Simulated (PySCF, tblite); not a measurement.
# C₇H₁₀N₃+: geometry, infrared bands and NMR shifts

What infrared bands and NMR shifts should C₇H₁₀N₃+ (`C=Cc1c[n+](C)nn1C=C`) show?

Programs: tblite 0.8.0 and PySCF 2.14.0, with density-fitted response routines of our own. Each step states its level of theory. These are calculated values for one molecule in the gas phase, unless marked as measured. Atoms are numbered from 0 throughout.

## Step 1: The starting structure

20 atoms, charge 1, multiplicity 1; geometry from: force field or distance geometry start.

Bonds of the start (Å): C0–C1 1.31, C1–C2 1.47, C2–C3 1.38, C3–N4 1.37, N4–C5 1.46, N4–N6 1.34, N6–N7 1.32, N7–C8 1.43, C8–C9 1.33, N7–C2 1.35, C0–H10 1.09, C0–H11 1.08, C1–H12 1.07, C3–H13 1.07, C5–H14 1.09, C5–H15 1.13, C5–H16 1.11, C8–H17 1.09, C9–H18 1.07, C9–H19 1.09.

## Step 2: Relaxing the molecule with GFN2-xTB

Job settings and geometry (Å):

```
{"job": {"kind": "relax", "xc": "GFN2-xTB", "basis": "xTB"}, "charge": 1, "multiplicity": 1}
C     -0.369300     3.022400    -1.019300
C      0.381800     1.955300    -0.949400
C     -0.009400     0.714000    -0.271000
C     -1.199800     0.423000     0.364500
N     -1.157600    -0.849900     0.856900
C     -2.192600    -1.568600     1.591200
N      0.042900    -1.313400     0.492300
N      0.738300    -0.403700    -0.164900
C      2.053800    -0.605600    -0.682000
C      2.640500    -1.783700    -0.482900
H     -1.373600     3.078900    -0.597000
H     -0.005400     3.903100    -1.530900
H      1.365000     1.980600    -1.381400
H     -2.048600     1.057500     0.500800
H     -2.710600    -2.194100     0.871500
H     -1.678500    -2.239700     2.336500
H     -2.860800    -0.849400     2.114700
H      2.553500     0.195100    -1.224800
H      2.172000    -2.585900     0.046400
H      3.653300    -1.925200    -0.874300
```

The run is started by

```console
> OMP_NUM_THREADS=1 python probes_run.py task.json out
```

One launch serves the whole session: the jobs run in the order shown.

**Question.** This job is followed by: GFN2-xTB harmonic vibrations, gas phase; GIAO PBE0/pcSseg-1 NMR shielding, non-relativistic, gas phase. Predict these results of the whole session: strongest single infrared mode (GFN2-xTB); zero-point energy (GFN2-xTB); ¹³C shifts against TMS (PBE0/pcSseg-1); ¹H shifts against TMS (PBE0/pcSseg-1, means over atoms taken as alike); ¹⁵N shifts against NH3 (PBE0/pcSseg-1).

**Answer**, as computed:

| quantity | value |
| --- | --- |
| strongest single infrared mode (GFN2-xTB) | 1329 cm⁻¹, 89 km/mol |
| zero-point energy (GFN2-xTB) | 100.5 kcal/mol |
| ¹³C shifts against TMS (PBE0/pcSseg-1) | 148.5, 144.1, 131.5, 130.2, 128.4, 121.0, 39.3 ppm |
| ¹H shifts against TMS (PBE0/pcSseg-1, means over atoms taken as alike) | 8.22, 7.52, 7.42, 7.06, 7.04, 6.91, 6.70, 4.63 ppm |
| ¹⁵N shifts against NH3 (PBE0/pcSseg-1) | 369.7, 270.3, 267.8 ppm |

**Reading.** Relaxing lowered the energy by 0.423 eV in 78 steps; the close pair that moved most is N4–N6, from 1.338 to 1.296 Å. All 54 modes are real, so the xTB geometry is a minimum. The strongest single mode, at 1329 cm⁻¹, moves mainly N7, H17 and N6. GFN2-xTB is a fitted tight-binding method: band positions and strengths are rough. Its intensities can rank the bands wrongly. At PBE0/pcSseg-1: The widest tensor belongs to N6: span 445 ppm, with a paramagnetic part of -418 ppm. NICS(1)zz of -25 ppm above the planar ring from C2 marks a diatropic (aromatic) ring current.
